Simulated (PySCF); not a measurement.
**The bond of InF−, level by level**

One table from this session's results is given with a row withheld; the runs are named, their logs left out.

Computed with PySCF 2.14.0. Level: In def2-SVPD with ECP28, F def2-SVPD, scalar-relativistic core potentials.

2 further runs of the same task are left out: 2 set aside as unsound or not needed.

The first run:

A driver script around PySCF takes these settings:

```
atoms                         : In, F
charge                        : -1
basis                         : In def2-SVPD with ECP28, F def2-SVPD
Hamiltonian                   : scalar-relativistic core potentials
basis functions               : 55
electrons treated             : 31
masses in u                   : 114.9039, 18.9984
levels                        : PBE0, PBE, r²SCAN, PW91, BHandHLYP, TPSS, HSE06, HF, MP2, SCS-MP2, CCSD, CCSD(T)
grid                          : 80 radial by 434 angular points
occupations                   : held fixed by the projection of orbital angular momentum
dissociation limit            : In + F−, each in its ground configuration
starting distance in angstrom : 2.105
values of 2S to try           : 1, 3
```

Launch:

```bash
OMP_NUM_THREADS=1 python dia.py task.json out
```

Among the steps run: The job; PBE0 along the bond; PBE (GGA); r²SCAN (meta-GGA); PW91 (GGA); BHandHLYP; TPSS; HSE06; UHF; Adding correlation.

One of the session's tables, all rows but one given; the rest of the session is left out.

Energy (eV) from each level's lowest point:

| R (Å) | UHF | UHF-MP2 | UHF-SCS-MP2 | UHF-CCSD | UHF-CCSD(T) |
| --- | --- | --- | --- | --- | --- |
| 1.835 | 0.597 | 0.709 | 0.720 | n/a | n/a |
| 1.921 | 0.227 | 0.301 | 0.309 | 0.287 | 0.299 |
| 2.006 | 0.049 | 0.089 | 0.094 | 0.081 | 0.088 |
| 2.070 | 0.000 | 0.018 | 0.020 | 0.015 | 0.018 |
| 2.134 | 0.001 | 0.000 | 0.000 | 0.000 | 0.000 |
| 2.198 | ? | ? | ? | ? | ? |
| 2.283 | 0.121 | 0.087 | 0.082 | 0.093 | 0.088 |
| 2.390 | 0.257 | 0.210 | 0.200 | 0.219 | 0.210 |
| 2.518 | 0.439 | 0.384 | 0.370 | 0.394 | 0.384 |

Q: Estimate the row for R (Å) = 2.198 from the others.

Worked estimate for «UHF». A straight line through the neighbours (2.134, 0.001) and (2.283, 0.121) gives 0.001 + (0.121 − 0.001) × (2.198 − 2.134) / (2.283 − 2.134) = 0.053; a parabola fitted to 4 rows on both sides gives 0.041.

**Answer.** UHF: 0.037; UHF-MP2: 0.020; UHF-SCS-MP2: 0.018; UHF-CCSD: 0.023; UHF-CCSD(T): 0.020. In «UHF» the line misses by +0.016 and the parabola by +0.004.
